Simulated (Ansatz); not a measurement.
# Ir: the cost of one run

Computed with Ansatz 0.2.0 (DFT LDA, scalar-relativistic, plane waves, PAW, unless a step's input says otherwise).

4 further runs of the same task are left out: 4 set aside as unsound or not needed. Runs told in other sessions of the task aren't counted.

### Step 1. The system as given

The structure is cubic, space group Fm-3m (No. 225). The conventional cell has a = 3.811 Å, b = 3.811 Å, c = 3.811 Å, α = 90.00°, β = 90.00°, γ = 90.00°. Around Ir (site symmetry m-3m) lie 12 Ir at 2.69 Å.

Structure file:

```xyz
1
Lattice="0.0000 1.9054 1.9054 1.9054 0.0000 1.9054 1.9054 1.9054 0.0000" Properties=species:S:1:pos:R:3 pbc="T T T"
Ir    0.0000    0.0000    0.0000
```

It is the result of an earlier relaxation at this level (volume 13.84 Å³/atom; gap on the mesh: none (metal)).

### Step 2. Plan of the line

The energy is mapped over two normal modes frozen in (zone-centre modes of the cell shown, which folds in the wave vector (0, 1/2, 1/2) of the primitive cell).

First coordinate, amplitude of mode 4 (152 cm⁻¹), largest displacement: 11 values from −0.096 Å. Second coordinate, amplitude of mode 6 (193 cm⁻¹), largest displacement: 11 values from −0.107 Å.

Nothing else is relaxed (the cell and all other modes fixed). Energies count from the relaxed high-symmetry cell. Points are written as (first, second).

The modes come from a phonon run on the reference cell, made beforehand.

Displacement patterns for an amplitude of 1 (Å):

| atom | x1 | y1 | z1 | x2 | y2 | z2 |
| --- | --- | --- | --- | --- | --- | --- |
| Ir1 | 0.000 | 1.000 | 0.000 | 1.000 | 0.000 | 0.000 |
| Ir2 | 0.000 | -1.000 | 0.000 | -1.000 | 0.000 | 0.000 |

### Step 3. The run at (−0.096 Å, −0.021 Å)

The input, input.yaml:

```yaml
crystal:
  lattice:
    - [0.0, -1.9054060557, -1.9054060557]
    - [0.0, 1.9054060557, -1.9054060557]
    - [3.8108121114, 0.0, 0.0]
  atoms:
    - { symbol: Ir, position: [0.5251914808, 0.4748085192, 0.4943843991] }
    - { symbol: Ir, position: [-0.0251914808, 0.0251914808, 0.0056156009] }
basis:
  ecutwfc: 420
kpoints:
  mp_grid: { grid: [16, 16, 12] }
hamiltonian:
  xc: lda
  pseudopotentials: { kind: paw, azcp: { folder: soft_1 } }
scf:
  occupations: { method: gaussian, width: 0.15 }
output:
  forces: true
  stress: true
  eigenvalues: true
```

Run with:

```console
$ ansatz run input.yaml --threads 2 --pin off --max-ram 4096MiB --backend cpu --events-out ev --progress --plain --runs-dir out
```

What time and memory should one allow on 2 threads of Arm Neoverse N1, shared host?

About 21 s, with a peak of 0.6 GiB.
